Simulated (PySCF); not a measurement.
# C₄H₁₅AsGaN: magnetic properties

Computed with PySCF 2.14.0 and routines of our own; the level stands in each step. Atoms count from 0.

## 1. The system as given

22 atoms, charge 0, multiplicity 1; geometry from: GFN2-xTB.

## 2. Magnetic properties: GIAO PBE/pcSseg-1

Job settings and geometry (Å):

```
{"job": {"kind": "mag", "xc": "PBE", "basis": "pcSseg-1", "isotopologues": 2}, "charge": 0, "multiplicity": 1}
C     -3.160641     0.729410    -1.018174
C     -2.215526     0.847482     0.172145
C     -1.023110    -0.094928     0.041040
As     0.272786     0.009370     1.512446
Ga     1.877194    -1.953299     0.463994
N      2.280862    -0.842023    -0.943133
C      3.090456     0.367673    -0.816775
H     -2.648087     0.994526    -1.940407
H     -4.013465     1.393283    -0.895401
H     -3.529092    -0.289906    -1.112464
H     -2.761209     0.615772     1.093352
H     -1.856110     1.879629     0.251412
H     -1.364109    -1.135787    -0.018056
H     -0.472680     0.107078    -0.884739
H      0.441371     1.501351     1.480216
H     -0.738867     0.159957     2.615904
H      0.755227    -2.985018     0.159618
H      2.862310    -2.196159     1.641875
H      2.301902    -1.172640    -1.902698
H      4.134079     0.219601    -1.117546
H      3.081075     0.679974     0.234447
H      2.675222     1.184039    -1.420650
```

Level: GIAO PBE/pcSseg-1 magnetisability, rotational g tensor and spin-rotation constants, non-relativistic, gas phase.

Run with:

```
$ OMP_NUM_THREADS=1 python excited_run.py task.json out
```

The driver reads the jobs from task.json and runs them one after another.

Q: Estimate the wall time and peak memory of this first job on 1 thread of Arm Neoverse V2, shared host.

About 88 s, with a peak of 0.97 GiB.
